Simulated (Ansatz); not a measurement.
# C2H9AlO2: one species, many methods

The task here is to estimate one member of a computed series from the others.

The runs use Ansatz 0.2.0, Gaussian basis; functionals in def2-TZVPP, the program's frozen cores in correlated methods.

The runs, in order: LDA (SPW92), PBE-D4, revPBE-D4, BLYP-D4, r2SCAN-D4, B97M-V, PBE0-D4, B3LYP-D4, r2SCANh-D4, r2SCAN0-D4, HSE06-D4, BHLYP-D4, CAM-B3LYP-D4, LC-ωPBE, ωB97X-V, ωB97M-V, B2PLYP, PBE-QIDH; CCSD(T)/def2-SVP; CCSD(T)/def2-TZVPP; MP2/def2-QZVPP; extrapolation to the limit; RPA on PBE.

### Structure used throughout

All runs share one geometry, relaxed beforehand with PBE0-D4 in a triple-zeta def2 set.

14 atoms, charge 0, spin multiplicity 1.

Atoms are counted from 1 here; the program's logs count them from 0.

Bond lengths: C1–Al2 1.959 Å, C1–H6 1.095 Å, C1–H7 1.095 Å, C1–H8 1.096 Å, Al2–C3 1.964 Å, Al2–O4 1.753 Å, Al2–O5 2.019 Å, C3–H9 1.096 Å, C3–H10 1.096 Å, C3–H11 1.095 Å, O4–H12 0.954 Å, O5–H13 0.976 Å, O5–H14 0.963 Å. Angles: Al2–C1–H6 111.8°, Al2–C1–H7 112.4°, Al2–C1–H8 111.5°, H6–C1–H7 107.3°, H6–C1–H8 106.5°, H7–C1–H8 107.0°, C1–Al2–C3 121.0°, C1–Al2–O4 117.3°, C1–Al2–O5 107.6°, C3–Al2–O4 116.1°, C3–Al2–O5 101.0°, O4–Al2–O5 84.2°, Al2–C3–H9 110.8°, Al2–C3–H10 112.6°, Al2–C3–H11 112.9°, H9–C3–H10 106.1°, H9–C3–H11 106.3°, H10–C3–H11 107.7° and more.

Set-up of the first run:

in.yaml reads:

```yaml
crystal:
  periodic: [false, false, false]
  atoms:
    - {symbol: C, position_ang: [-1.416206, 1.337214, 0.199922]}
    - {symbol: Al, position_ang: [-0.185047, -0.176284, 0.022124]}
    - {symbol: C, position_ang: [1.297361, -0.426522, 1.286017]}
    - {symbol: O, position_ang: [-0.802073, -1.629604, -0.739356]}
    - {symbol: O, position_ang: [0.823050, 0.056111, -1.711896]}
    - {symbol: H, position_ang: [-0.884248, 2.271459, 0.407793]}
    - {symbol: H, position_ang: [-2.014640, 1.496744, -0.702569]}
    - {symbol: H, position_ang: [-2.118904, 1.188842, 1.027415]}
    - {symbol: H, position_ang: [0.919228, -0.638601, 2.292078]}
    - {symbol: H, position_ang: [1.926872, 0.465762, 1.379310]}
    - {symbol: H, position_ang: [1.947870, -1.266310, 1.018342]}
    - {symbol: H, position_ang: [-1.723783, -1.876704, -0.731680]}
    - {symbol: H, position_ang: [0.442240, -0.764517, -2.079002]}
    - {symbol: H, position_ang: [1.775380, -0.066890, -1.639700]}
basis:
  gaussian: {orbitals: def2-TZVPP}
hamiltonian: {xc: lda}
output: {orbitals: {seedname: orbitals}}
```

Run with:

```
$ ansatz run in.yaml --threads 4 --pin off --events-out ev --progress --plain --max-ram 10444MiB
```

Among the steps run: LDA; PBE-D4 (GGA); revPBE-D4 (GGA); BLYP-D4 (GGA); r2SCAN-D4 (meta-GGA); B97M-V (meta-GGA); PBE0-D4 (hybrid); B3LYP-D4 (hybrid); r2SCANh-D4 (hybrid); r2SCAN0-D4 (hybrid); HSE06-D4 (hybrid); BHLYP-D4 (hybrid); CAM-B3LYP-D4 (range-separated); LC-ωPBE (range-separated); ωB97X-V (range-separated); ωB97M-V (range-separated); B2PLYP (double hybrid); PBE-QIDH (double hybrid).

One of the session's tables, all rows but one given; the rest of the session is left out.

It belongs to the step «Orbital energies across the functionals». 

```
  functional  HOMO (eV)  gap (eV)
 LDA (SPW92)      -5.81      4.88
      PBE-D4      -5.68      4.87
   revPBE-D4      -5.62      4.89
     BLYP-D4      -5.57      4.70
   r2SCAN-D4      -5.94      5.81
      B97M-V      -6.02      5.43
     PBE0-D4      -6.98      7.05
    B3LYP-D4      -6.77      6.44
  r2SCANh-D4      -6.43      6.56
  r2SCAN0-D4      -7.17      7.67
    HSE06-D4          ?         ?
    BHLYP-D4      -8.21      8.88
CAM-B3LYP-D4      -8.38      9.19
     LC-ωPBE      -9.74     11.93
     ωB97X-V      -9.38     11.32
     ωB97M-V      -9.24     10.73
```

Estimate the missing values for HSE06-D4.

As computed: HOMO (eV): -6.58; gap (eV): 6.28. In the column «HOMO (eV)» it lies between B3LYP-D4 (-6.77) and r2SCANh-D4 (-6.43).
